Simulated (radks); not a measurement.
# Taking charge from the 3s level of Ca²⁺ in fractions

What happens to E and to the 3s eigenvalue of Ca²⁺ when a fraction of an electron is removed? The exact functional would give straight lines between whole numbers for a frontier level.

Method: scalar-relativistic Kohn-Sham, LDA (Slater exchange, Perdew-Wang correlation), spin-polarised, spherical densities, finite nucleus. Code: radks (a radial shooting solver on a logarithmic mesh, Libxc functionals) version 1.

### 1 What is computed

- element: calcium (Z = 20)
- charge: +2
- electrons: 18
- configuration: [Ne] 3s(up 1, down 1) 3p6
- nuclear rms radius: 3.4776 fm

A shell typed twice in an input gives spin up, then spin down.

### 2 Start: [Ne] 3s(up 1, down 1) 3p6

The run's settings:

```text
Z 20
configuration [Ne] 3s1 3s1 3p6
relativity scalar-relativistic
functional lda,pw
spin polarised
nucleus finite rms 3.4776 fm
c 137.035999084
```

### 3 0.25 electron removed from 3s

The run's settings:

```text
Z 20
configuration [Ne] 3s1 3s0.75 3p6
relativity scalar-relativistic
functional lda,pw
spin polarised
nucleus finite rms 3.4776 fm
c 137.035999084
```

### 4 0.5 electron removed from 3s

The run's settings:

```text
Z 20
configuration [Ne] 3s1 3s0.5 3p6
relativity scalar-relativistic
functional lda,pw
spin polarised
nucleus finite rms 3.4776 fm
c 137.035999084
```

### 5 0.75 electron removed from 3s

The run's settings:

```text
Z 20
configuration [Ne] 3s1 3s0.25 3p6
relativity scalar-relativistic
functional lda,pw
spin polarised
nucleus finite rms 3.4776 fm
c 137.035999084
```

### 6 1 electron removed from 3s

The run's settings:

```text
Z 20
configuration [Ne] 3s1 3s0 3p6
relativity scalar-relativistic
functional lda,pw
spin polarised
nucleus finite rms 3.4776 fm
c 137.035999084
```

What does the calculation give? Wanted: for each run, removed; E − E(0); eigenvalue; E minus straight line.

**Answer**, as computed:

```tsv
removed (e)	E − E(0) (eV)	eigenvalue (eV)	E minus straight line (eV)
0	0.000	-62.075	0.000
0.25	16.032	-66.203	-1.572
0.5	33.103	-70.386	-2.104
0.75	51.227	-74.621	-1.584
1	70.415	-78.903	0.000
```

What this shows: Removing the whole electron costs 70.415 eV, against 62.075 eV from minus the starting eigenvalue. Slater's transition state, half an electron removed, gives 70.386 eV. The trapezoid integral of minus the eigenvalue gives 70.425 eV over the range, against 70.415 eV from the energies (Janak's theorem; approximate here, since the scalar-relativistic density holds large components alone). The eigenvalue moves by 16.8 eV per electron. E bends below the straight line by 2.10 eV at 0.5 electron removed.
